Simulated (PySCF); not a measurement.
# BH2SeCl3 (SMILES Cl[B-](Cl)(Cl)[SeH2+]) at 5 levels

We compute a comparison of 5 runs (HF/3-21G, HF/6-31G**, HF/pcseg-2, M06-2X/cc-pVDZ, PBE0/def2-SVP) of BH2SeCl3. 

The results are computed with PySCF 2.14.0.

## Step 1: Starting point

BH2SeCl3: 7 atoms, total charge 0, spin state singlet. As SMILES, `Cl[B-](Cl)(Cl)[SeH2+]`. The coordinates come from a PBE0-D4/def2-TZVP relaxation.

Bond lengths: Cl1–B2 1.798 Å, B2–Cl3 1.794 Å, B2–Cl4 1.798 Å, B2–Se5 2.307 Å, Se5–H6 1.470 Å, Se5–H7 1.470 Å. Angles: Cl1–B2–Cl3 115.6°, Cl1–B2–Cl4 115.8°, Cl1–B2–Se5 100.7°, Cl3–B2–Cl4 115.6°, Cl3–B2–Se5 105.2°, Cl4–B2–Se5 100.7°, B2–Se5–H6 97.3°, B2–Se5–H7 97.2°, H6–Se5–H7 91.7°.

## Step 2: Energy and gradient at HF/3-21G (run 1)

Contents of input.py:

```python
import pyscf.grad
from pyscf import gto, scf

mol = gto.M(
    atom=[
    ('Cl', (0.937300, -1.193900, 1.699300)),
    ('B', (0.100500, -0.916700, 0.132000)),
    ('Cl', (1.149200, -0.957000, -1.323500)),
    ('Cl', (-1.506800, -1.703000, -0.047500)),
    ('Se', (-0.527300, 1.290400, 0.366100)),
    ('H', (0.802800, 1.884300, 0.165600)),
    ('H', (-0.894300, 1.528000, -1.037800)),
],
    max_memory=1860,
    spin=0,
    verbose=4,
    basis='3-21g',
)

mf = scf.RHF(mol)
mf.conv_tol = 1e-10
mf.kernel()
if not mf.converged:
    mf = mf.newton().run(mf.mo_coeff, mf.mo_occ)

e_tot = mf.e_tot
print('E = %.10f Eh' % e_tot)
grad = mf.Gradients().kernel()
mf.analyze()
```

Command:

```sh
$ OMP_NUM_THREADS=1 python input.py
```

Output:

```text
PySCF version 2.14.0

[... 88 lines left out ...]
MO #4   energy= -104.104216204255  occ= 2
[... 13 lines left out ...]
MO #18  energy= -7.96059940245476  occ= 2
[... 13 lines left out ...]
MO #32  energy= -1.10502657806626  occ= 2
[... 13 lines left out ...]
MO #46  energy= -0.417298855819209 occ= 2
[... 13 lines left out ...]
MO #60  energy= 0.768862587868096  occ= 0
[... 13 lines left out ...]
MO #74  energy= 1.47485535244108   occ= 0
[... 84 lines left out ...]
Dipole moment(X, Y, Z, Debye): -0.66681,  5.43318, -0.66014
```

Run time: 6 s. Hardware: 1 thread of Intel Xeon at 2.70GHz, shared host; peak memory 0.15 GiB.

## Step 3: Energy and gradient at HF/6-31G(d,p) (spherical functions) (run 2)

Contents of geometry.xyz:

```xyz
7

Cl     0.937300    -1.193900     1.699300
B      0.100500    -0.916700     0.132000
Cl     1.149200    -0.957000    -1.323500
Cl    -1.506800    -1.703000    -0.047500
Se    -0.527300     1.290400     0.366100
H      0.802800     1.884300     0.165600
H     -0.894300     1.528000    -1.037800
```

Contents of run.py:

```python
from pyscf import gto

mol = gto.M(
    atom='geometry.xyz',
    verbose=4,
    basis='6-31g**',
    spin=0,
    charge=0,
    max_memory=1860,
)

mf = mol.RHF()
mf.conv_tol = 1e-10
mf.kernel()
if not mf.converged:
    mf = mf.newton().run(mf.mo_coeff, mf.mo_occ)

e_final = mf.e_tot
print('Final energy', e_final)
grad = mf.nuc_grad_method().kernel()
mf.analyze()
```

Command:

```sh
$ OMP_NUM_THREADS=1 python run.py
```

Output:

```text
PySCF version 2.14.0

[... 96 lines left out ...]
MO #10  energy= -10.5488494948085  occ= 2
[... 19 lines left out ...]
MO #30  energy= -2.69622203408419  occ= 2
[... 19 lines left out ...]
MO #50  energy= 0.225857850792473  occ= 0
[... 19 lines left out ...]
MO #70  energy= 0.733562668736986  occ= 0
[... 19 lines left out ...]
MO #90  energy= 1.33272654989417   occ= 0
[... 19 lines left out ...]
MO #110 energy= 4.93835691788636   occ= 0
[... 120 lines left out ...]
Dipole moment(X, Y, Z, Debye): -0.66546,  4.91257, -0.50882
```

Wall time 35 s (1 thread of Intel Xeon at 2.70GHz, shared host); peak memory 0.27 GiB.

Run 3 isn't shown in full; the table further down has it.

## Step 4: Energy and forces at M06-2X/cc-pVDZ (run 4)

Contents of input.xyz:

```xyz
7

Cl     0.937300    -1.193900     1.699300
B      0.100500    -0.916700     0.132000
Cl     1.149200    -0.957000    -1.323500
Cl    -1.506800    -1.703000    -0.047500
Se    -0.527300     1.290400     0.366100
H      0.802800     1.884300     0.165600
H     -0.894300     1.528000    -1.037800
```

Contents of job.py:

```python
from pyscf import gto, dft

system = gto.M(
    atom='input.xyz',
    basis='cc-pvdz',
    max_memory=1860,
    charge=0,
    verbose=4,
)

mf = dft.RKS(system)
mf.xc = 'm06-2x'
mf.conv_tol = 1e-10
mf.grids.level = 5
mf.kernel()
if not mf.converged:
    mf = mf.newton().run(mf.mo_coeff, mf.mo_occ)

e_tot = mf.e_tot
print('E(%s) = %.9f' % ('M06-2X', e_tot))
grad = mf.nuc_grad_method().kernel()
mf.analyze()
```

Command:

```sh
$ OMP_NUM_THREADS=1 python job.py
```

Output:

```text
PySCF version 2.14.0

[... 110 lines left out ...]
MO #10  energy= -9.79559271361365  occ= 2
[... 18 lines left out ...]
MO #29  energy= -2.42197695587668  occ= 2
[... 18 lines left out ...]
MO #48  energy= 0.00278495267864654 occ= 0
[... 18 lines left out ...]
MO #67  energy= 0.569539325036445  occ= 0
[... 18 lines left out ...]
MO #86  energy= 0.923694697953495  occ= 0
[... 18 lines left out ...]
MO #105 energy= 1.92515049326013   occ= 0
[... 115 lines left out ...]
Dipole moment(X, Y, Z, Debye): -0.56506,  4.55231, -0.54473
```

Run time: 74 s. Hardware: 1 thread of Intel Xeon at 2.70GHz, shared host; peak memory 1.1 GiB.

## Step 5: Energy and gradient at PBE0/def2-SVP (run 5)

Contents of start.xyz:

```xyz
7
BCl3H2Se
Cl     0.937300    -1.193900     1.699300
B      0.100500    -0.916700     0.132000
Cl     1.149200    -0.957000    -1.323500
Cl    -1.506800    -1.703000    -0.047500
Se    -0.527300     1.290400     0.366100
H      0.802800     1.884300     0.165600
H     -0.894300     1.528000    -1.037800
```

Contents of calc.py:

```python
# Cl[B-](Cl)(Cl)[SeH2+]
import pyscf.grad
from pyscf import gto, dft

mol = gto.M(
    atom='start.xyz',
    verbose=3,
    basis='def2-svp',
    max_memory=1860,
    spin=0,
)

myscf = dft.RKS(mol, xc='pbe0')
myscf.grids.level = 5
myscf.conv_tol = 1e-10
myscf.kernel()
if not myscf.converged:
    myscf = myscf.newton().run(myscf.mo_coeff, myscf.mo_occ)

e_final = myscf.e_tot
print(f'total energy: {e_final:.8f} hartree')
grad = myscf.Gradients().kernel()
dip = myscf.dip_moment()
pop, q = myscf.mulliken_pop()
```

Command:

```sh
$ OMP_NUM_THREADS=1 python calc.py
```

Output:

```text
converged SCF energy = -3806.80741422865
total energy: -3806.80741423 hartree
[... 10 lines left out ...]
Dipole moment(X, Y, Z, Debye): -0.58478,  4.46892, -0.49245
[... 118 lines left out ...]
charge of    6H =      0.10948
```

Wall time 44 s (1 thread of Intel Xeon at 2.70GHz, shared host); peak memory 1.1 GiB.

## Step 6: All runs side by side

| run | level | integration grid | energy (Eh) | dipole moment (D) | HOMO energy (eV) | LUMO energy (eV) | wall time |
| --- | --- | --- | --- | --- | --- | --- | --- |
| 1 | HF/3-21G | – | -3786.141561 | 5.51 | -11.36 | 2.51 | 6 s |
| 2 | HF/6-31G** (spherical functions) | – | -3803.927212 | 4.98 | -11.11 | 2.63 | 35 s |
| 3 | HF/pcseg-2 | – | -3804.355042 | 4.73 | -11.06 | 2.00 | 7.8 min |
| 4 | M06-2X/cc-pVDZ | 5 | -3808.266771 | 4.62 | -9.36 | -0.06 | 74 s |
| 5 | PBE0/def2-SVP | 5 | -3806.807414 | 4.53 | -8.11 | -0.86 | 44 s |

## Step 7: What came out

| quantity | value |
| --- | --- |
| run 5: total energy | -3806.80741 Eh |
| run 5: dipole moment | 4.53 D |
| run 5: HOMO energy | -8.11 eV |
| run 5: LUMO energy | -0.86 eV |
| run 5: HOMO–LUMO gap | 7.25 eV |
| run 5: largest force on an atom | 0.102 eV/Å |

**Reading.** The dipole moment (its size) runs from 4.53 D (PBE0/def2-SVP) to 5.51 D (HF/3-21G). The two ends differ in method and basis. The HOMO–LUMO gap runs from 7.25 eV (PBE0/def2-SVP) to 13.86 eV (HF/3-21G). Totals of different functionals can't be ranked against each other. All runs together took 10 min, the longest 7.8 min.
